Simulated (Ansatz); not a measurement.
# HfMg3 (AuCu3 type): other levels of theory at one geometry

Aim: keep the cell of HfMg3 (AuCu3 type) fixed and change the level of theory, to see how the gap and the pressure move. The cell was built by placing the elements on the sites of a structure type; the runs don't test whether it is the stable form.

Computed with Ansatz 0.2.0 (DFT at several levels, plane waves, PAW, unless a step's input says otherwise).

### Step 1. The starting structure

It takes space group Pm-3m (No. 221, cubic). The conventional cell has a = 4.435 Å, b = 4.435 Å, c = 4.435 Å, α = 90.00°, β = 90.00°, γ = 90.00°. Around Hf (site symmetry m-3m) lie 12 Mg at 3.14 Å. Mg (site symmetry 4/mmm) has 4 Hf at 3.14 Å and 8 Mg at 3.14 Å in its first shell of neighbours.

Coordinates:

```xyz
4
Lattice="4.4352 0.0000 0.0000 0.0000 4.4352 0.0000 0.0000 0.0000 4.4352" Properties=species:S:1:pos:R:3 pbc="T T T"
Hf    0.0000    0.0000    0.0000
Mg    0.0000    2.2176    2.2176
Mg    2.2176    2.2176    0.0000
Mg    2.2176    0.0000    2.2176
```

This cell comes from an earlier session at PBE: 21.811 Å³/atom at 0.00 GPa, on a 8×8×8 mesh, a metal on this mesh.

Levels to run: PBE+SOC; r²SCAN; PBEsol; LDA; HSE06. Hardware: 2 threads of Arm Neoverse V2, shared host.

### Step 2. PBE+SOC

Contents of input.yaml:

```yaml
crystal:
  lattice:
    - [4.4351854621, 0.0, 0.0]
    - [0.0, 4.4351854621, 0.0]
    - [0.0, 0.0, 4.4351854621]
  atoms:
    - { symbol: Hf, position: [0.0, 0.0, 0.0] }
    - { symbol: Mg, position: [0.0, 0.5, 0.5] }
    - { symbol: Mg, position: [0.5, 0.5, 0.0] }
    - { symbol: Mg, position: [0.5, 0.0, 0.5] }
basis:
  ecutwfc: 420
  ecutrho_ratio: 4
kpoints:
  mp_grid: { grid: [8, 8, 8] }
hamiltonian:
  xc: pbe
scf:
  occupations: { method: gaussian, width: 0.05 }
output:
  forces: true
  stress: true
  eigenvalues: true
  populations: true
  dos: { projected: true, de: 0.02 }
  write_density: true
  write_potential: true
  elf: true
  volumetric_format: npy
magnetization:
  noncollinear: true
  spin_orbit: true
```

On the command line:

```
> ansatz run input.yaml --threads 2 --pin off --max-ram 2662MiB --backend cpu --events-out ev --progress --plain --runs-dir out
```

The runs that follow: r²SCAN; PBEsol; LDA; HSE06.

Before running it: what results should come out? Wanted: for each run, pressure.

**Answer**, as computed:

| level | mesh | gap on the mesh (eV) | pressure (GPa) | time |
| --- | --- | --- | --- | --- |
| PBE | 8×8×8 | metal | 0.0 | 25 s* |
| LDA | 8×8×8 | metal | -3.7 | 3.2 s |
| PBEsol | 8×8×8 | metal | -1.5 | 2.9 s |
| PBE+SOC | 8×8×8 | metal | 0.0 | 25 s* |
| r²SCAN | 8×8×8 | metal | -0.7 | 8.8 s |
| HSE06 | 6×6×6 | metal | -0.3 | 73 s |

Times are on 2 threads of Arm Neoverse V2, shared host. * Includes bands or densities of states.

The pressure runs from -3.7 GPa (LDA) to 0.0 GPa (PBE); a negative pressure means that level wants a smaller cell, a positive one a larger cell. Every level gives a metal. Total energies of different levels have different zeros and can't be compared. Hybrids use a coarser mesh.
